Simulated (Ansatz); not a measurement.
**BHLYP/6-31G(d) (spherical functions) run of BBr2Cl (dibromo(chloro)borane)**

Aim: the electronic atomisation energy of BBr2Cl (dibromo(chloro)borane) at BHLYP/6-31G* (spherical functions), from 4 runs. 

The results are computed with Ansatz 0.2.0.

51 further runs of the same task are left out: 2 that didn't finish, 49 set aside as unsound or not needed.

## 1. The molecule

BBr2Cl has 4 atoms, charge 0, and is taken as a singlet. SMILES: `ClB(Br)Br`. The shape is that of a PBE0-D4/def2-TZVP optimisation.

Bond lengths: Cl1–B2 1.732 Å, B2–Br3 1.899 Å, B2–Br4 1.899 Å. Angles: Cl1–B2–Br3 120.0°, Cl1–B2–Br4 120.0°, Br3–B2–Br4 119.9°.

## 2. A single-point energy at BHLYP/6-31G(d) (spherical functions)

in.yaml reads:

```yaml
crystal:
  periodic: [false, false, false]
  atoms:
    - symbol: Cl
      position_ang: [-0.203300, -1.644940, 0.633550]
    - symbol: B
      position_ang: [-0.004820, -0.039040, 0.015030]
    - symbol: Br
      position_ang: [1.283490, 1.123730, 0.785650]
    - symbol: Br
      position_ang: [-1.075360, 0.560270, -1.434250]
basis:
  gaussian:
    orbitals: 6-31G_st_-spherical.json
hamiltonian:
  xc: {name: BHLYP}
accuracy: high
output: {orbitals: {seedname: orbitals}}
```

The basis set 6-31G* is read from a file made from the Basis Set Exchange's data (not shown).

The run is started by

```sh
$ ansatz run in.yaml --threads 1 --pin off --max-ram 3480MiB --events-out events.jsonl --progress --plain --runs-dir runs
```

Output:

```text
Warning: RAYON_NUM_THREADS=1 ignored (pool sized by the plan → 1); use --threads N
Functional definition: BHLYP
  name "BHLYP"
  parameter a = 0.5
  exchange = (1 - a)*b88_x + a*exact_x
  correlation = lyp_c
1835 factors; integrals over basis functions are off by at most 4.1e-9 eV
mean field evaluation 1: about -153275.4379 eV, gradient 1.4e1 eV
mean field evaluation 2: about -153275.4260 eV, gradient 1.6e1 eV
mean field evaluation 4: about -153276.0863 eV, gradient 3.8e-1 eV
mean field evaluation 8: about -153276.2882 eV, gradient 2.3e-2 eV
mean field evaluation 16: about -153276.2882 eV, gradient 8.9e-6 eV
mean field -153276.28820685 eV, -5632.7996972020 hartree, gradient 2.2e-8 eV, S^2 0.000000; 0 other end points of the search recorded, 0 dependent functions left out
reference -153276.28823048 eV, -5632.7996980705 hartree; 46, 46 occupied and 50, 50 virtual orbitals, 1835 factors
Total energy: -153276.28823048 eV, -5632.7996980705 hartree
```

Wall time 12 s (1 thread of Arm Neoverse V1, shared host); peak memory 0.38 GiB.

## 3. The B atom

molecule.yaml reads:

```yaml
crystal:
  periodic: [false, false, false]
  atoms:
    - {symbol: B, position_ang: [0.000000, 0.000000, 0.000000]}
basis:
  gaussian: {orbitals: 6-31G_st_-spherical.json}
magnetization: {spin_polarized: true, initial_magnetization: 1}
accuracy: high
hamiltonian: {xc: {name: BHLYP}}
```

The basis set 6-31G* is read from a file made from the Basis Set Exchange's data (not shown).

Run the same way, it converges to -24.64415 Eh (log not shown).

## 4. The Br atom at the same level

in.yaml reads:

```yaml
crystal:
  periodic: [false, false, false]
  atoms:
    - {symbol: Br, position_ang: [0.000000, 0.000000, 0.000000]}
basis:
  gaussian: {orbitals: 6-31G_st_-spherical.json}
hamiltonian: {xc: {name: BHLYP}}
magnetization: {spin_polarized: true, initial_magnetization: 1}
accuracy: high
```

The basis set 6-31G* is read from a file made from the Basis Set Exchange's data (not shown).

Run the same way, it converges to -2573.79752 Eh (log not shown).

## 5. The Cl atom at the same level

input.yaml reads:

```yaml
basis:
  gaussian: {orbitals: 6-31G_st_-spherical.json}
crystal:
  periodic: [false, false, false]
  atoms:
    - {symbol: Cl, position_ang: [0.000000, 0.000000, 0.000000]}
hamiltonian: {xc: {name: BHLYP}}
accuracy: high
magnetization: {spin_polarized: true, initial_magnetization: 1}
```

The basis set 6-31G* is read from a file made from the Basis Set Exchange's data (not shown).

Run the same way, it converges to -460.12470 Eh (log not shown).

## 6. What came out

Level: BHLYP/6-31G* (spherical functions).

| quantity | value |
| --- | --- |
| molecule: total energy | -5632.79970 Eh |
| molecule: HOMO energy | -9.58 eV |
| molecule: LUMO energy | -0.88 eV |
| molecule: HOMO–LUMO gap | 8.70 eV |
| B atom: total energy | -24.64415 Eh |
| B atom: ⟨S²⟩ | 0.752 |
| Br atom: total energy | -2573.79752 Eh |
| Br atom: ⟨S²⟩ | 0.752 |
| Cl atom: total energy | -460.12470 Eh |
| Cl atom: ⟨S²⟩ | 0.752 |
| electronic atomisation energy | 11.859 eV |

**Reading.** Taking the molecule apart into free atoms costs 11.86 eV (1144 kJ/mol), before zero-point energy and without spin-orbit coupling.
